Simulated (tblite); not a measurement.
# H46Sn31: the cost of one run

Computed with tblite 0.8.0 and PySCF 2.14.0 and routines of our own; the level stands in each step. Atoms count from 0.

## 1. The system as given

77 atoms, charge 0, multiplicity 1; geometry from: force field, distance geometry or constructed start.

## 2. Optimising the geometry with GFN1-xTB

What the job is given:

```
{"job": {"kind": "relax", "xc": "GFN1-xTB", "basis": "xTB"}, "charge": 0, "multiplicity": 1}
Sn    -4.587500     3.613800    -0.422200
Sn    -6.891800     4.943900     0.472500
Sn    -9.179600     3.613300    -0.419600
Sn    -9.185500     0.968600     0.473200
Sn    -6.889600    -0.362800    -0.417200
Sn    -4.595700     0.963700     0.476800
Sn    11.481100    -0.359900    -0.423900
Sn     9.188200     0.966900     0.480900
Sn     6.891300    -0.363700    -0.421000
Sn     6.885800    -3.013800     0.481000
Sn     9.182700    -4.339900    -0.422700
Sn    11.478500    -3.015000     0.479400
Sn     4.589000     3.616300    -0.415600
Sn     2.298400     4.940700     0.476700
Sn    -0.002200     3.620700    -0.420400
Sn    -0.001900     0.964800     0.485700
Sn     2.296600    -0.359700    -0.419700
Sn     4.591300     0.960800     0.478400
Sn   -11.481600    -0.359800    -0.418100
Sn   -11.478200    -3.012100     0.482100
Sn    -9.187100    -4.334900    -0.419100
Sn    -6.889500    -3.011500     0.479200
Sn     9.188200     3.620200    -0.414000
Sn     6.884400     4.937000     0.477900
Sn    -2.295700     4.943900     0.480300
Sn    -2.302300    -0.362500    -0.418100
Sn    -2.295500    -3.010700     0.478700
Sn    -0.000600    -4.338100    -0.419400
Sn     2.296800    -3.012600     0.477400
Sn     4.593500    -4.338300    -0.417200
Sn    -4.588800    -4.338100    -0.421700
H     -4.594300     3.616900    -2.140400
H     -6.889600     4.941400     2.197500
H     -6.886500     6.562900    -0.086700
H     -9.183600     3.617400    -2.143900
H    -10.589700     4.429200     0.146200
H     -9.185600     0.964300     2.195300
H     -6.887700    -0.359100    -2.143200
H     -4.591300     0.960300     2.199300
H     11.476200    -0.358200    -2.139400
H     12.886300     0.447600     0.152900
H      9.190700     0.958600     2.203100
H      6.893500    -0.360600    -2.144200
H      6.891200    -3.013500     2.197600
H      9.181100    -4.337000    -2.138200
H      9.182900    -5.960000     0.145700
H     11.483400    -3.012900     2.198800
H     12.886100    -3.821800    -0.088100
H      4.594000     3.616000    -2.140400
H      2.298100     4.942000     2.201400
H      2.295300     6.556900    -0.087300
H      0.006600     3.616900    -2.140900
H     -0.000400     0.963800     2.199500
H      2.292800    -0.363200    -2.143600
H      4.593100     0.963300     2.200900
H    -11.481500    -0.358600    -2.140000
H    -12.879800     0.444200     0.147200
H    -11.478300    -3.005400     2.198700
H    -12.886300    -3.825100    -0.086400
H     -9.185700    -4.336700    -2.141600
H     -9.188600    -5.960700     0.150600
H     -6.884700    -3.013300     2.197500
H      9.186500     3.616300    -2.139800
H     10.590000     4.430500     0.150200
H      6.894300     4.944600     2.201400
H      6.883700     6.566000    -0.089100
H     -2.293800     4.944400     2.198200
H     -2.293700     6.562500    -0.084500
H     -2.300200    -0.366900    -2.145600
H     -2.298900    -3.016400     2.205300
H     -0.001000    -4.342700    -2.137300
H     -0.001800    -5.965300     0.151700
H      2.298100    -3.014300     2.203600
H      4.592800    -4.333800    -2.139100
H      4.597100    -5.961300     0.145400
H     -4.585100    -4.340300    -2.141200
H     -4.594500    -5.962200     0.149800
```

Run with:

```console
$ OMP_NUM_THREADS=8 python large_run.py task.json out
```

This one command runs all jobs of the session in turn.

**Question.** How long does this first job take on 8 threads of AMD EPYC 7R43, shared host, and how much memory does it need?

About 2.2 min, with a peak of 0.14 GiB.
